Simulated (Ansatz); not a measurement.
# C₅H₁₃AlS: up Jacob's ladder to CCSD(T)

An exercise on one series of results from a longer session: the logs are not shown, and one member is left open.

Method: functionals in def2-TZVPP, the program's frozen cores in correlated methods; program: Ansatz 0.2.0, Gaussian basis.

Plan: LDA (SPW92), PBE-D4, revPBE-D4, BLYP-D4, r2SCAN-D4, B97M-V, PBE0-D4, B3LYP-D4, r2SCANh-D4, r2SCAN0-D4, HSE06-D4, BHLYP-D4, CAM-B3LYP-D4, LC-ωPBE, ωB97X-V, ωB97M-V, B2PLYP, PBE-QIDH; CCSD(T)/def2-SVP; CCSD(T)/def2-TZVPP; MP2/def2-QZVPP; extrapolation to the limit; RPA on PBE.

**The geometry**

All runs share one geometry, relaxed beforehand with PBE0-D4 in a triple-zeta def2 set.

SMILES `CC(C)[S][Al]([CH3])[CH3]`, 20 atoms, charge 0, spin multiplicity 1.

Atoms are counted from 1 here; the program's logs count them from 0.

Bond lengths: C1–C2 1.518 Å, C1–H8 1.093 Å, C1–H9 1.094 Å, C1–H10 1.091 Å, C2–C3 1.517 Å, C2–S4 1.842 Å, C2–H11 1.092 Å, C3–H12 1.093 Å, C3–H13 1.092 Å, C3–H14 1.095 Å, S4–Al5 2.182 Å, Al5–C6 1.955 Å, Al5–C7 1.949 Å, C6–H15 1.093 Å, C6–H16 1.095 Å, C6–H17 1.094 Å, C7–H18 1.092 Å, C7–H19 1.095 Å and more. Angles: C2–C1–H8 110.7°, C2–C1–H9 110.1°, C2–C1–H10 111.4°, H8–C1–H9 108.1°, H8–C1–H10 108.0°, H9–C1–H10 108.5°, C1–C2–C3 112.0°, C1–C2–S4 108.4°, C1–C2–H11 109.0°, C3–C2–S4 110.6°, C3–C2–H11 109.3°, S4–C2–H11 107.4°, C2–C3–H12 110.6°, C2–C3–H13 111.5°, C2–C3–H14 110.3°, H12–C3–H13 107.9°, H12–C3–H14 108.2°, H13–C3–H14 108.3° and more.

Geometry (Å):

```xyz
20
C5H13AlS
C     0.1037   -2.2037   -1.8732
C     0.3224   -1.3100   -0.6658
C     1.5463   -1.7214    0.1300
S     0.4836    0.4292   -1.2500
Al   -0.4393    1.5918    0.3499
C    -1.2216    0.6596    1.8802
C    -0.4470    3.5284    0.1305
H     0.9533   -2.1412   -2.5581
H    -0.0010   -3.2457   -1.5561
H    -0.7942   -1.9168   -2.4223
H    -0.5596   -1.3590   -0.0230
H     2.4496   -1.6274   -0.4778
H     1.6740   -1.0992    1.0176
H     1.4568   -2.7641    0.4516
H    -1.5071    1.3594    2.6703
H    -2.1245    0.1125    1.5882
H    -0.5351   -0.0732    2.3142
H     0.0063    3.8429   -0.8121
H    -1.4678    3.9233    0.1616
H     0.1011    4.0147    0.9444
```

The first run:

in.yaml reads:

```yaml
crystal:
  periodic: [false, false, false]
  atoms:
    - {symbol: C, position_ang: [0.103676, -2.203700, -1.873208]}
    - {symbol: C, position_ang: [0.322366, -1.310050, -0.665781]}
    - {symbol: C, position_ang: [1.546347, -1.721445, 0.129975]}
    - {symbol: S, position_ang: [0.483573, 0.429196, -1.250029]}
    - {symbol: Al, position_ang: [-0.439292, 1.591783, 0.349873]}
    - {symbol: C, position_ang: [-1.221562, 0.659567, 1.880181]}
    - {symbol: C, position_ang: [-0.446998, 3.528370, 0.130538]}
    - {symbol: H, position_ang: [0.953262, -2.141169, -2.558082]}
    - {symbol: H, position_ang: [-0.000996, -3.245687, -1.556145]}
    - {symbol: H, position_ang: [-0.794182, -1.916789, -2.422292]}
    - {symbol: H, position_ang: [-0.559644, -1.359011, -0.023046]}
    - {symbol: H, position_ang: [2.449603, -1.627388, -0.477761]}
    - {symbol: H, position_ang: [1.674008, -1.099180, 1.017597]}
    - {symbol: H, position_ang: [1.456810, -2.764096, 0.451581]}
    - {symbol: H, position_ang: [-1.507111, 1.359409, 2.670260]}
    - {symbol: H, position_ang: [-2.124486, 0.112479, 1.588246]}
    - {symbol: H, position_ang: [-0.535064, -0.073218, 2.314186]}
    - {symbol: H, position_ang: [0.006334, 3.842881, -0.812069]}
    - {symbol: H, position_ang: [-1.467772, 3.923312, 0.161611]}
    - {symbol: H, position_ang: [0.101137, 4.014746, 0.944353]}
basis:
  gaussian: {orbitals: def2-TZVPP}
hamiltonian: {xc: lda}
output: {orbitals: {seedname: orbitals}}
```

Among the steps run: LDA; PBE-D4 (GGA); revPBE-D4 (GGA); BLYP-D4 (GGA); r2SCAN-D4 (meta-GGA); B97M-V (meta-GGA); PBE0-D4 (hybrid); B3LYP-D4 (hybrid); r2SCANh-D4 (hybrid); r2SCAN0-D4 (hybrid); HSE06-D4 (hybrid); BHLYP-D4 (hybrid); CAM-B3LYP-D4 (range-separated); LC-ωPBE-D4 (range-separated; the results give it without D4); ωB97X-V (range-separated); ωB97M-V (range-separated); B2PLYP (double hybrid); PBE-QIDH (double hybrid).

One of the session's tables, all rows but one given; the rest of the session is left out.

It belongs to the step «Frontier levels by functional». 

```
  functional  HOMO (eV)  gap (eV)
 LDA (SPW92)      -5.81      4.47
      PBE-D4      -5.68      4.58
   revPBE-D4      -5.62      4.64
     BLYP-D4      -5.52      4.54
   r2SCAN-D4      -5.93      5.14
      B97M-V      -6.03      5.12
     PBE0-D4      -6.83      6.49
    B3LYP-D4      -6.59      6.06
  r2SCANh-D4      -6.35      5.82
  r2SCAN0-D4      -6.99      6.83
    HSE06-D4      -6.43      5.72
    BHLYP-D4          ?         ?
CAM-B3LYP-D4      -8.13      8.72
     LC-ωPBE      -9.50     11.17
     ωB97X-V      -9.17     10.69
     ωB97M-V      -9.02     10.25
```

**Question.** Estimate the row for BHLYP-D4.

Worked estimate for «HOMO (eV)». Against the share of exact exchange, BLYP-D4 (0, -5.52), B3LYP-D4 (0.2, -6.59) give a slope of -5.35 per unit share; at 0.5 the line stands at -8.19.

The run gave: HOMO (eV): -7.84; gap (eV): 8.29. In «HOMO (eV)» the line misses by -0.35.
